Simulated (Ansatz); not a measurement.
# Mg2PdAuC6N6: the cost of one run

Program: Ansatz 0.2.0. Level of theory: DFT PBE, scalar-relativistic, plane waves, PAW. These are calculated values, not measurements.

1 further run of the same task is left out (it didn't finish).

### Step 1. The starting structure

Symmetry: Fm-3m, No. 225, cubic system. Conventional cell: a = 10.231 Å, b = 10.231 Å, c = 10.231 Å, α = 90.00°, β = 90.00°, γ = 90.00°. Mg (site symmetry -43m) has 12 N at 3.66 Å and 12 C at 3.67 Å as nearest neighbours. Pd (site symmetry m-3m) is surrounded by 6 C at 1.94 Å. C (site symmetry 4mm) is surrounded by 1 N at 1.17 Å. Au (site symmetry m-3m) is surrounded by 6 N at 2.01 Å. N (site symmetry 4mm) is surrounded by 1 C at 1.17 Å.

Structure file:

```cif
data_structure
_symmetry_space_group_name_H-M 'P 1'
_symmetry_Int_Tables_number 1
_cell_length_a 7.2344
_cell_length_b 7.2344
_cell_length_c 7.2344
_cell_angle_alpha 60.000
_cell_angle_beta 60.000
_cell_angle_gamma 60.000
_cell_volume 267.73
loop_
_atom_site_label
_atom_site_type_symbol
_atom_site_fract_x
_atom_site_fract_y
_atom_site_fract_z
_atom_site_occupancy
Mg1 Mg 0.25000 0.25000 0.25000 1
Mg2 Mg 0.75000 0.75000 0.75000 1
Pd1 Pd 0.00000 0.00000 0.00000 1
C1 C 0.81058 0.18942 0.18942 1
C2 C 0.18942 0.81058 0.18942 1
C3 C 0.18942 0.18942 0.81058 1
C4 C 0.18942 0.81058 0.81058 1
C5 C 0.81058 0.18942 0.81058 1
C6 C 0.81058 0.81058 0.18942 1
Au1 Au 0.50000 0.50000 0.50000 1
N1 N 0.69622 0.30378 0.30378 1
N2 N 0.30378 0.69622 0.30378 1
N3 N 0.30378 0.30378 0.69622 1
N4 N 0.30378 0.69622 0.69622 1
N5 N 0.69622 0.30378 0.69622 1
N6 N 0.69622 0.69622 0.30378 1
```

Recipe of the guess: cyanide-bridged rock-salt net of two metals, 2 guest cations a cell (Fm-3m, No. 225). The dimensions are guesses.

### Step 2. A first look at the guess

Contents of input.yaml:

```yaml
crystal:
  lattice:
    - [0.0, 5.1155, 5.1155]
    - [5.1155, 0.0, 5.1155]
    - [5.1155, 5.1155, 0.0]
  atoms:
    - { symbol: Mg, position: [0.25, 0.25, 0.25] }
    - { symbol: Mg, position: [0.75, 0.75, 0.75] }
    - { symbol: Pd, position: [0.0, 0.0, 0.0] }
    - { symbol: C, position: [0.8105757, 0.1894243, 0.1894243] }
    - { symbol: C, position: [0.1894243, 0.8105757, 0.1894243] }
    - { symbol: C, position: [0.1894243, 0.1894243, 0.8105757] }
    - { symbol: C, position: [0.1894243, 0.8105757, 0.8105757] }
    - { symbol: C, position: [0.8105757, 0.1894243, 0.8105757] }
    - { symbol: C, position: [0.8105757, 0.8105757, 0.1894243] }
    - { symbol: Au, position: [0.5, 0.5, 0.5] }
    - { symbol: "N", position: [0.69621738, 0.30378262, 0.30378262] }
    - { symbol: "N", position: [0.30378262, 0.69621738, 0.30378262] }
    - { symbol: "N", position: [0.30378262, 0.30378262, 0.69621738] }
    - { symbol: "N", position: [0.30378262, 0.69621738, 0.69621738] }
    - { symbol: "N", position: [0.69621738, 0.30378262, 0.69621738] }
    - { symbol: "N", position: [0.69621738, 0.69621738, 0.30378262] }
basis:
  ecutwfc: 420
kpoints:
  mp_grid: { grid: [4, 4, 4] }
hamiltonian:
  xc: pbe
scf:
  occupations: { method: gaussian, width: 0.1 }
  lower_state_search: "off"
output:
  forces: true
  stress: true
  eigenvalues: true
```

Command:

```
$ ansatz run input.yaml --threads 1 --pin off --max-ram 2560MiB --backend cpu --events-out ev --progress --plain --runs-dir out
```

What time and memory should one allow on 1 thread of Intel Xeon 6975P-C (Granite Rapids), shared host?

About 6.1 s, with a peak of 0.62 GiB.
